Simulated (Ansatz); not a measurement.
# Nb2B5: the cost of one run

Program: Ansatz 0.2.0. Level of theory: DFT PBE, scalar-relativistic, plane waves, PAW. These are calculated values, not measurements.

### Step 1. The system as given

It takes space group Fd-3m (No. 227, cubic). Conventional cell: a = 8.787 Å, b = 8.787 Å, c = 8.787 Å, α = 90.00°, β = 90.00°, γ = 90.00°. Nb (site symmetry -3m) has 6 B at 2.35 Å as nearest neighbours. B (site symmetry -43m) is surrounded by 4 B at 1.66 Å. B (site symmetry 3m) is surrounded by 1 B at 1.66 Å and 3 Nb at 2.35 Å.

Coordinates:

```
Nb B
1.0
     0.00000    4.39327    4.39327
     4.39327    0.00000    4.39327
     4.39327    4.39327    0.00000
Nb B
4 10
Cartesian
  5.4916 5.4916 5.4916
  5.4916 3.2950 3.2950
  3.2950 3.2950 5.4916
  3.2950 5.4916 3.2950
  2.1966 2.1966 2.1966
  0.0000 0.0000 0.0000
  3.1547 3.1547 3.1547
  7.8285 5.3513 5.3513
  5.6318 5.6318 3.1547
  5.3513 7.8285 5.3513
  3.1547 5.6318 5.6318
  7.8285 7.8285 7.8285
  5.6318 3.1547 5.6318
  5.3513 5.3513 7.8285
```

The cell was relaxed beforehand at this level, from a generated guess; it is a trial structure. At a tolerance of 0.05 Å it has space group Fd-3m (No. 227); it has 12.11 Å³/atom, an uncorrected energy of +0.80 eV/atom over the elements.

### Step 2. Static run: bands, density of states and charges

The input, input.yaml:

```yaml
crystal:
  lattice:
    - [0.0, 4.3932736692, 4.3932736692]
    - [4.3932736692, 0.0, 4.3932736692]
    - [4.3932736692, 4.3932736692, 0.0]
  atoms:
    - { symbol: Nb, position: [0.625, 0.625, 0.625] }
    - { symbol: Nb, position: [0.125, 0.625, 0.625] }
    - { symbol: Nb, position: [0.625, 0.625, 0.125] }
    - { symbol: Nb, position: [0.625, 0.125, 0.625] }
    - { symbol: B, position: [0.25, 0.25, 0.25] }
    - { symbol: B, position: [0.0, 0.0, 0.0] }
    - { symbol: B, position: [0.359038855, 0.359038855, 0.359038855] }
    - { symbol: B, position: [0.327116565, 0.890961145, 0.890961145] }
    - { symbol: B, position: [0.359038855, 0.359038855, 0.922883435] }
    - { symbol: B, position: [0.890961145, 0.327116565, 0.890961145] }
    - { symbol: B, position: [0.922883435, 0.359038855, 0.359038855] }
    - { symbol: B, position: [0.890961145, 0.890961145, 0.890961145] }
    - { symbol: B, position: [0.359038855, 0.922883435, 0.359038855] }
    - { symbol: B, position: [0.890961145, 0.890961145, 0.327116565] }
basis:
  ecutwfc: 420
kpoints:
  mp_grid: { grid: [8, 8, 8] }
  band_path:
    path:
      - [[0.0, 0.0, 0.0], [0.5, 0.0, 0.5], [0.625, 0.25, 0.625]]
      - [[0.375, 0.375, 0.75], [0.0, 0.0, 0.0], [0.5, 0.5, 0.5], [0.5, 0.25, 0.75], [0.5, 0.0, 0.5]]
    npoints: 10
hamiltonian:
  xc: pbe
scf:
  occupations: { method: gaussian, width: 0.1 }
  n_extra_bands: 35
output:
  forces: true
  stress: true
  eigenvalues: true
  populations: true
  dos: { projected: true, de: 0.02, nscf_kmesh: { grid: [10, 10, 10] } }
  bader: false
```

Command:

```
> ansatz run input.yaml --threads 1 --pin off --max-ram 2560MiB --backend cpu --events-out ev --progress --plain --runs-dir out
```

Q: Estimate wall time and peak memory on 1 thread of AMD EPYC (Zen 3), shared host.

About 2.3 min, with a peak of 0.77 GiB.
